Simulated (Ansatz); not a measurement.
# BaOs2: the cost of one run

Program: Ansatz 0.2.0. Level of theory: DFT PBE, scalar-relativistic, plane waves, PAW. These are calculated values, not measurements.

2 further runs of the same task are left out: 1 that didn't finish, 1 set aside as unsound or not needed.

## 1. Starting point

Symmetry: P6/mmm, No. 191, hexagonal system. Conventional cell: a = 3.630 Å, b = 3.630 Å, c = 5.713 Å, α = 90.00°, β = 90.00°, γ = 120.00°. Around Ba (site symmetry 6/mmm) lie 2 Os at 2.07 Å. Os (site symmetry 6mm) is surrounded by 1 Os at 1.58 Å.

As a file:

```
Ba Os
1.0
     3.62983    0.00000    0.00000
    -1.81491    3.14352    0.00000
     0.00000    0.00000    5.71260
Ba Os
1 2
Direct
  0.00000 0.00000 0.50000
  0.00000 0.00000 0.13843
  0.00000 0.00000 0.86157
```

Recipe of the guess: random cell by space group and Wyckoff sites (P6/mmm, No. 191). The dimensions are guesses.

## 2. Probe: one point on a coarse mesh

input.yaml reads:

```yaml
crystal:
  lattice:
    - [3.62982744, 0.0, 0.0]
    - [-1.81491372, 3.14352278, 0.0]
    - [0.0, 0.0, 5.71259636]
  atoms:
    - { symbol: Ba, position: [0.0, 0.0, 0.5] }
    - { symbol: Os, position: [0.0, 0.0, 0.13842911] }
    - { symbol: Os, position: [0.0, 0.0, 0.86157089] }
basis:
  ecutwfc: 420
kpoints:
  mp_grid: { grid: [6, 6, 4] }
hamiltonian:
  xc: pbe
scf:
  occupations: { method: gaussian, width: 0.1 }
  lower_state_search: "off"
output:
  forces: true
  stress: true
  eigenvalues: true
```

Started as:

```bash
> ansatz run input.yaml --threads 1 --pin off --max-ram 2048MiB --backend cpu --events-out ev --progress --plain --runs-dir out
```

**Question.** How long does this run take on 1 thread of Intel Xeon Platinum 8488C (Sapphire Rapids), shared host, and how much memory does it need?

About 2.2 s, with a peak of 0.38 GiB.
